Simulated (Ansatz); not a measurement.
**AlGaHF (singlet): wave-function methods side by side at a displaced geometry (v2), cc-pVDZ**

The task here is to estimate one member of a computed series from the others.

The runs use Ansatz 0.2.0, Gaussian basis; cc-pVDZ, core rule «outside noble gas», up to 20 orbitals frozen.

To be run: UHF; CCSD(T) on RHF; CCSD(T) on UHF; BCCD(T) on RHF; CISD; CCSDT(Q) on RHF; CCSDT(Q) on UHF; CASSCF and MRCISD+Q, 8 electrons in 8 orbitals; CASSCF and NEVPT2, 8 electrons in 8 orbitals.

18 further runs of the same task are left out: 7 that didn't finish, 11 set aside as unsound or not needed. Runs told in other sessions of the task aren't counted.

### What is computed

The geometry is a PBE0/def2-TZVP stationary point (not a proven minimum) with its atoms shifted at random (size 0.100 Å). No spin-orbit coupling is included. The filled d shell of Ga may be among the frozen orbitals whatever the setting's name suggests.

4 atoms, charge 0, spin multiplicity 1.

Atoms are counted from 1 here; the program's logs count them from 0.

Bond lengths: Al1–Ga2 2.695 Å, Al1–H4 1.683 Å, Ga2–F3 1.768 Å. Angles: Ga2–Al1–H4 50.6°, Al1–Ga2–F3 148.5°.

Set-up of the first run:

The input, in.yaml:

```yaml
crystal:
  periodic: [false, false, false]
  atoms:
    - {symbol: Al, position_ang: [0.114194, 0.166279, 2.299970]}
    - {symbol: Ga, position_ang: [-0.052820, -0.212333, -0.362903]}
    - {symbol: F, position_ang: [0.026623, 0.473953, -1.990770]}
    - {symbol: H, position_ang: [0.095074, 1.303322, 1.058972]}
basis:
  gaussian: {orbitals: cc-pVDZ}
magnetization: {spin_polarized: true, initial_magnetization: 0}
hamiltonian: {xc: hf}
output: {orbitals: {seedname: orbitals}}
```

Run with:

```console
> ansatz run in.yaml --threads 1 --pin off --events-out ev --progress --plain --max-ram 2393MiB
```

Steps of the session up to this table: UHF; CCSD(T) on RHF; CCSD(T) on UHF; BCCD(T) on RHF; CISD; CCSDT(Q) on RHF; CCSDT(Q) on UHF; CASSCF and MRCISD+Q, 8 electrons in 8 orbitals; CASSCF and NEVPT2, 8 electrons in 8 orbitals.

One table of the session follows, with a row left open; its other results are not shown here.

It belongs to the step «Misses and costs». 

```
           method  from RCCSDT(Q) (meV)
              RHF               +9214.9
              UHF               +9205.2
             RMP2                     ?
            RCCSD                +268.5
         RCCSD(T)                 +54.4
          BCCD(T)                 +47.6
           RCCSDT                 +23.9
        RCCSDT(Q)                     0
  CASSCF frontier               +5493.9
  MRCISD frontier                +590.1
MRCISD+Q frontier                 +55.8
```

Q: Estimate the row for RMP2 from the others.

The run gave: from RCCSDT(Q) (meV): +1044.5. In the column «from RCCSDT(Q) (meV)» it lies between MRCISD frontier (+590.1) and CASSCF frontier (+5493.9).

Not comparable, so not listed: CCSD(T) on UHF; CASSCF and NEVPT2, 8 electrons in 8 orbitals (they don't share determinant, frozen orbitals or solution with the rows shown, or repeat one).

Caveats from the session: Warnings: restricted reference is unstable; spin contamination. Warnings in the runs' records: passed over end.
